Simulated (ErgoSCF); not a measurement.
# Two attempts at InH2Cl (SMILES [H][In]([H])[Cl])

Wanted: a single-point energy of InH2Cl, B3LYP/STO-3G.

Program for the calculation: ErgoSCF 3.8.

3 further runs of the same task are left out: 3 set aside as unsound or not needed.

### Step 1. The molecule

The species is InH2Cl (4 atoms), meant as a singlet with charge 0. As SMILES, `[H][In]([H])[Cl]`. All atoms were displaced at random from a relaxed shape.

Bond lengths: In1–Cl4 2.327 Å, In1–H2 1.744 Å, In1–H3 1.538 Å. Angles: H2–In1–Cl4 108.7°, H3–In1–Cl4 126.5°, H2–In1–H3 123.3°.

### Step 2. Try one

Input file input.ego:

```
set_nthreads("env")
scf.output_mulliken_pop = 1
basis = "STO-3G"
scf.convergence_threshold = 1e-06
tmpdir = "."
XC.type = "GC2"
use_6_d_functions = 1
scf.max_number_of_iterations = 71
molecule_inline Angstrom
In 0.070210 0.117850 -0.000370
H  1.783010 0.101380 0.011370
H  -0.755080 1.618480 -0.019870
Cl 0.070210 0.117850 0.099630
EOF
run "B3LYP-G"
```

The basis set STO-3G is read from a file made from the Basis Set Exchange's data (not shown).

Started as:

```console
$ ergo input.ego
```

The log of the run:

```text
[...]
INMA  use_6_d_functions := 1
[...]
INSC Energy   1 =      -4676.54356675437
[...]
INDE PURIFICATION CONVERGED after 56 iterations
[...]
INDE PURIFICATION CONVERGED after 52 iterations
[...]
INDE PURIFICATION CONVERGED after 52 iterations
[...]
INDE PURIFICATION CONVERGED after 52 iterations
[...]
INDE E(LUMO) - E(HOMO) <=          0.16854719059 =          4.58640272583 eV
[...]
INSC Energy  10 =      -4023.72984591849  ( diff     -0.000000000021828 )
[...]
RESC CONVERGED after  10 iterations.
RESC FINAL ENERGY:      -4023.72984591849
[...]
INSC SCF: dipole_moment_x [atomic units] =      -0.48854718
INSC SCF: dipole_moment_y [atomic units] =      -0.81253857
INSC SCF: dipole_moment_z [atomic units] =       0.00205027
[...]
```

It took 12 s on 1 thread of Intel Xeon at 2.50GHz (Skylake/Cascade Lake), shared host; peak memory 0.28 GiB.

### Step 3. What went wrong

The run finished; that doesn't make the result usable.

Cause: two atoms lie on top of or far too near each other. As the program read them, the closest atoms are 0.10 Å apart, against 1.54 Å in the sound input.

### Step 4. The mended input

Input file run.inp:

```
set_nthreads(1)
molecule_inline Angstrom
In 0.017362 0.295152 0.135409
H  1.750293 0.135339 0.016255
H  -0.720620 1.633064 -0.039606
Cl -0.933223 -1.828251 0.076737
EOF
scf.output_mulliken_pop = 1
use_6_d_functions = 1
basis = "STO-3G"
scf.convergence_threshold = 1e-06
scf.max_number_of_iterations = 80
XC.type = "GC2"
tmpdir = "."
run "B3LYP-G"
```

The basis set STO-3G is read from a file made from the Basis Set Exchange's data (not shown).

Started as:

```console
$ ergo run.inp
```

The log of the run:

```text
[...]
INMA  use_6_d_functions := 1
[...]
INSC Energy   1 =      -6279.25028366707
[...]
INDE PURIFICATION CONVERGED after 60 iterations
[...]
INDE PURIFICATION CONVERGED after 60 iterations
[...]
INDE PURIFICATION CONVERGED after 50 iterations
[...]
INDE PURIFICATION CONVERGED after 50 iterations
[...]
INDE E(LUMO) - E(HOMO) <=          0.27645112756 =          7.52261844601 eV
[...]
INSC Energy  14 =      -6144.35716190293  ( diff     -0.000000000046384 )
[...]
RESC CONVERGED after  14 iterations.
RESC FINAL ENERGY:      -6144.35716190293
[...]
INSC SCF: dipole_moment_x [atomic units] =       0.26041468
INSC SCF: dipole_moment_y [atomic units] =       1.00637173
INSC SCF: dipole_moment_z [atomic units] =       0.21154188
[...]
```

Run time: 16 s. Hardware: 1 thread of Intel Xeon at 2.50GHz (Skylake/Cascade Lake), shared host; peak memory 0.28 GiB.

### Step 5. Results

Level: B3LYP/STO-3G.

```
     quantity           value
 total energy  -6144.35716 Eh
dipole moment          2.70 D
```

**Reading.** The first attempt's energy was +57705.209 eV off this one. Mulliken charges run from -0.40 on Cl4 to +0.68 on In1; they depend strongly on the basis. Relativity is left out although the molecule holds a heavy atom.
